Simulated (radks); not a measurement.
**Ionisation of Mn: one atom, several choices of exchange strength α**

An exercise on one series of results from a longer session: the logs are not shown, and one member is left open.

Program: radks (a radial shooting solver on a logarithmic mesh, Libxc functionals) version 1. Level of theory: scalar-relativistic Kohn-Sham, spin-polarised, spherical densities, finite nucleus; open shells are filled with parallel spins first. These are calculated values, not measurements, unless marked.

## The system

- element: manganese (Z = 25)
- charge: 0
- electrons: 25
- configuration: [Ar] 3d5 4s2
- ion: Mn⁺, [Ar] 3d5 4s1
- choices: α = 0.659; α = 0.667; α = 0.75; α = 0.882; α = 0.922; α = 1.01

Outer shells as boxes (Hund's rule):

Mn
```
[Ar] core
3d [↑ ][↑ ][↑ ][↑ ][↑ ]
4s [↑↓]
```

Mn⁺
```
[Ar] core
3d [↑ ][↑ ][↑ ][↑ ][↑ ]
4s [↑ ]
```

The first run:

The run's settings:

```text
Z 25
configuration [Ar] 3d5 4s2
relativity scalar-relativistic
functional xalpha 0.659
spin polarised
nucleus finite rms 3.7057 fm
c 137.035999084
```

Steps of the session up to this table: α = 0.659: Mn.

One table of the session follows, with a row left open; its other results are not shown here.

It belongs to the step «α = 0.659: Mn». From the orbitals of this run (lengths in bohr):

| level | <r> | outermost maximum (interpolated) | 90 % within | nodes |
| --- | --- | --- | --- | --- |
| 3s up | 0.8538 | 0.737 | 1.28 | 2 |
| 3s down | 0.8565 | 0.737 | 1.29 | 2 |
| 3p up | 0.9060 | 0.752 | 1.40 | 1 |
| 3p down | 0.9117 | 0.753 | 1.41 | 1 |
| 3d up | 1.203 | 0.757 | 2.11 | 0 |
| 4s up | 2.998 | 2.43 | 4.57 | 3 |
| 4s down | ? | ? | ? | ? |
| 3d down | 1.418 | 0.770 | 2.65 | 0 |

Estimate the missing values for 4s down.

The run gave: <r>: 3.450; outermost maximum (interpolated): 2.71; 90 % within: 5.36; nodes: 3. In the column «<r>» it is the highest.

To keep in mind: Open shells are spherical and high-spin; term and fine-structure splittings are not resolved.
